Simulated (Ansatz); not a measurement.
# Y2Si3O: the cost of one run

Method: DFT PBE, scalar-relativistic, plane waves, PAW, in Ansatz 0.2.0.

2 further runs of the same task are left out: 1 that didn't finish, 1 set aside as unsound or not needed.

## Step 1: The system as given

It takes space group P-6m2 (No. 187, hexagonal). Conventional cell: a = 4.112 Å, b = 4.112 Å, c = 8.957 Å, α = 90.00°, β = 90.00°, γ = 120.00°. Around Y (site symmetry 3m) lie 9 Si at 3.25 to 3.27 Å and 3 O at 3.27 Å. Si (site symmetry -6m2) has 3 Si at 2.37 Å and 6 Y at 3.25 Å as nearest neighbours. Si (site symmetry -6m2) has 3 O at 2.37 Å and 6 Y at 3.27 Å as nearest neighbours. O (site symmetry -6m2) has 3 Si at 2.37 Å and 6 Y at 3.27 Å as nearest neighbours.

As a file:

```cif
data_structure
_symmetry_space_group_name_H-M 'P-6m2'
_symmetry_Int_Tables_number 187
_cell_length_a 4.1117
_cell_length_b 4.1117
_cell_length_c 8.9571
_cell_angle_alpha 90.000
_cell_angle_beta 90.000
_cell_angle_gamma 120.000
_cell_volume 131.14
loop_
_atom_site_label
_atom_site_type_symbol
_atom_site_symmetry_multiplicity
_atom_site_Wyckoff_symbol
_atom_site_fract_x
_atom_site_fract_y
_atom_site_fract_z
_atom_site_occupancy
Y1 Y 2 h 0.33333 0.66667 0.25167 1
Si1 Si 1 f 0.66667 0.33333 0.50000 1
Si2 Si 1 a 0.00000 0.00000 0.00000 1
Si3 Si 1 b 0.00000 0.00000 0.50000 1
O1 O 1 e 0.66667 0.33333 0.00000 1
```

A structure generator made this guess: species swapped into a database cell of Sr2Al3Ge (P-6m2, No. 187), with Y on the Sr sites, Si on the Al sites and O on the Ge sites. The dimensions are guesses.

## Step 2: A first look at the guess

input.yaml reads:

```yaml
crystal:
  lattice:
    - [4.11168893, 0.0, 0.0]
    - [-2.05584446, 3.56082706, 0.0]
    - [0.0, 0.0, 8.95710328]
  atoms:
    - { symbol: "Y", position: [0.33333333, 0.66666667, 0.251672] }
    - { symbol: "Y", position: [0.33333333, 0.66666667, 0.748328] }
    - { symbol: Si, position: [0.66666667, 0.33333333, 0.5] }
    - { symbol: Si, position: [0.0, 0.0, 0.0] }
    - { symbol: Si, position: [0.0, 0.0, 0.5] }
    - { symbol: O, position: [0.66666667, 0.33333333, 0.0] }
basis:
  ecutwfc: 420
kpoints:
  mp_grid: { grid: [6, 6, 2] }
hamiltonian:
  xc: pbe
scf:
  occupations: { method: gaussian, width: 0.1 }
  lower_state_search: "off"
output:
  forces: true
  stress: true
  eigenvalues: true
```

The run is started by

```bash
ansatz run input.yaml --threads 1 --pin off --max-ram 2560MiB --backend cpu --events-out ev --progress --plain --runs-dir out
```

**Question.** How long does this run take on 1 thread of Intel Xeon Platinum 8488C (Sapphire Rapids), shared host, and how much memory does it need?

About 2.5 s, with a peak of 0.41 GiB.
